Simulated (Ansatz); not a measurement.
# GeH4 (singlet): the correlation ladder, cc-pVTZ

Aim: climb from Hartree-Fock through coupled cluster and multireference methods for GeH4 (singlet) at one geometry and basis, and see what each rung misses.

Computed with Ansatz 0.2.0, Gaussian basis. Level: cc-pVTZ, core rule «outside noble gas», up to 14 orbitals frozen.

The runs, in order: UHF; CCSD(T) on RHF; BCCD(T) on RHF; CCSDT(Q) on RHF; CASSCF and NEVPT2, 8 electrons in 8 orbitals.

11 further runs of the same task are left out: 4 that didn't finish, 7 set aside as unsound or not needed.

### 1 The geometry

The geometry is a PBE0/def2-TZVP stationary point (not a proven minimum). No spin-orbit coupling is included. The filled d shell of Ge may be among the frozen orbitals whatever the setting's name suggests; the logs give the count.

5 atoms, charge 0, spin multiplicity 1.

Atoms are counted from 1 here; the program's logs count them from 0.

Bond lengths: Ge1–H2 1.534 Å, Ge1–H3 1.534 Å, Ge1–H4 1.534 Å, Ge1–H5 1.534 Å. Angles: H2–Ge1–H3 109.5°, H2–Ge1–H4 109.5°, H2–Ge1–H5 109.5°, H3–Ge1–H4 109.5°, H3–Ge1–H5 109.5°, H4–Ge1–H5 109.5°.

### 2 UHF

The input, in.yaml:

```yaml
crystal:
  periodic: [false, false, false]
  atoms:
    - {symbol: Ge, position_ang: [0.000000, 0.000000, 0.000000]}
    - {symbol: H, position_ang: [0.884324, 0.887199, 0.886047]}
    - {symbol: H, position_ang: [-0.887886, -0.884021, 0.885661]}
    - {symbol: H, position_ang: [-0.883825, 0.884513, -0.889224]}
    - {symbol: H, position_ang: [0.887387, -0.887691, -0.882484]}
basis:
  gaussian: {orbitals: cc-pVTZ}
magnetization: {spin_polarized: true, initial_magnetization: 0}
hamiltonian: {xc: hf}
output: {orbitals: {seedname: orbitals}}
```

Run with:

```sh
$ ansatz run in.yaml --threads 1 --pin off --events-out ev --progress --plain --max-ram 2393MiB
```

After this run come: CCSD(T) on RHF; BCCD(T) on RHF; CCSDT(Q) on RHF; CASSCF and NEVPT2, 8 electrons in 8 orbitals.

**Question.** What will the summary of the whole plan be? Wanted: RCCSDT(Q) below the RHF energy; RMP2 from RCCSDT(Q); RCCSD from RCCSDT(Q); RCCSD(T) from RCCSDT(Q); NEVPT2 valence from RCCSDT(Q); T1 diagnostic; effectively unpaired electrons.

**Answer**, as computed:

| quantity | value |
| --- | --- |
| RCCSDT(Q) below the RHF energy | -4.6639 eV |
| RMP2 from RCCSDT(Q) | +896.9 meV |
| RCCSD from RCCSDT(Q) | +119.4 meV |
| RCCSD(T) from RCCSDT(Q) | +20.5 meV |
| NEVPT2 valence from RCCSDT(Q) | +883.2 meV |
| levels within 1 kcal/mol (43 meV) | RCCSD(T), BCCD(T), RCCSDT |
| T1 diagnostic | 0.010 |
| effectively unpaired electrons | 0.02 |

In words: RCCSD(T) misses by +20.5 meV, 0.4 % of the correlation energy. One determinant dominates. These misses are within one basis, not against nature.
